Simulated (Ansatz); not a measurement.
# Zn (diamond type): how the settings move a single-point run

Question: which choices in the input matter for Zn (diamond type)?

Method: reference: DFT, PBEsol, PAW with other files of Ansatz's library (core large), scalar-relativistic, in Ansatz 0.2.0.

1 further run of the same task is left out (for a known fault of the program). Runs told in other sessions of the task aren't counted.

## Step 1: The system as given

Symmetry: Fd-3m, No. 227, cubic system. Conventional cell: a = 4.266 Å, b = 4.266 Å, c = 4.266 Å, α = 90.00°, β = 90.00°, γ = 90.00°. Zn (site symmetry -43m) has 4 Zn at 1.85 Å in its first shell of neighbours.

As a file:

```
CELL_PARAMETERS angstrom
0.00000 2.13310 2.13310
2.13310 0.00000 2.13310
2.13310 2.13310 0.00000
ATOMIC_POSITIONS crystal
Zn 0.87500 0.87500 0.87500
Zn 0.12500 0.12500 0.12500
```

## Step 2: Baseline

input.yaml reads:

```yaml
crystal:
  lattice:
    - [0.0, 2.1331022007, 2.1331022007]
    - [2.1331022007, 0.0, 2.1331022007]
    - [2.1331022007, 2.1331022007, 0.0]
  atoms:
    - { symbol: Zn, position: [-0.125, -0.125, -0.125] }
    - { symbol: Zn, position: [0.125, 0.125, 0.125] }
kpoints:
  mp_grid: { grid: [13, 13, 13] }
scf:
  occupations: { method: fermi_dirac, width: 0.05 }
hamiltonian:
  xc: pbesol
  pseudopotentials: { kind: paw, core: large }
output:
  forces: true
  stress: true
  eigenvalues: true
```

Run with:

```bash
> ansatz run input.yaml --threads 1 --pin off --max-ram 2048MiB --backend cpu --events-out ev --progress --plain --runs-dir out
```

## Step 3: Variant: dr2_threshold 1.0e-06

input.yaml: that of step 2 with these lines changed.

```diff
@@ -12,2 +12,3 @@
   occupations: { method: fermi_dirac, width: 0.05 }
+  convergence: { dr2_threshold: 1.0e-06 }
 hamiltonian:
```

What does the calculation give? Wanted: for each run, ending; energy change; pressure; gap; force.

**Answer**, as computed:

| run | ending | energy change | pressure (GPa) | gap (eV) | force (eV/Å) | cycles | time |
| --- | --- | --- | --- | --- | --- | --- | --- |
| reference | converged | 0 | 238.3 | 0.00 | 0.00 | 7 | 1.7 s |
| 1: dr2_threshold 1.0e-06 | converged | 0.0 meV/atom | 238.3 | 0.00 | 0.00 | 6 | 1.9 s |

Residual by cycle in the longest SCF loop of each run; runs are numbered as in the table. The quantity is the density residual dr2, in eV.

```csv
cycle,reference,run 1
1,0.00588,0.00588
2,0.00292,0.00292
3,5.4e-4,5.4e-4
4,1.2e-5,1.2e-5
5,1.9e-6,1.9e-6
6,2.1e-7,2.1e-7
7,3.5e-9,-
```

What this shows: With the changed convergence setting the energy agrees within 0.5 meV/atom. Cost: 6 SCF cycles against 7. The structure is not at rest: the sound run finds 238 GPa, so these are no properties of the relaxed crystal. 
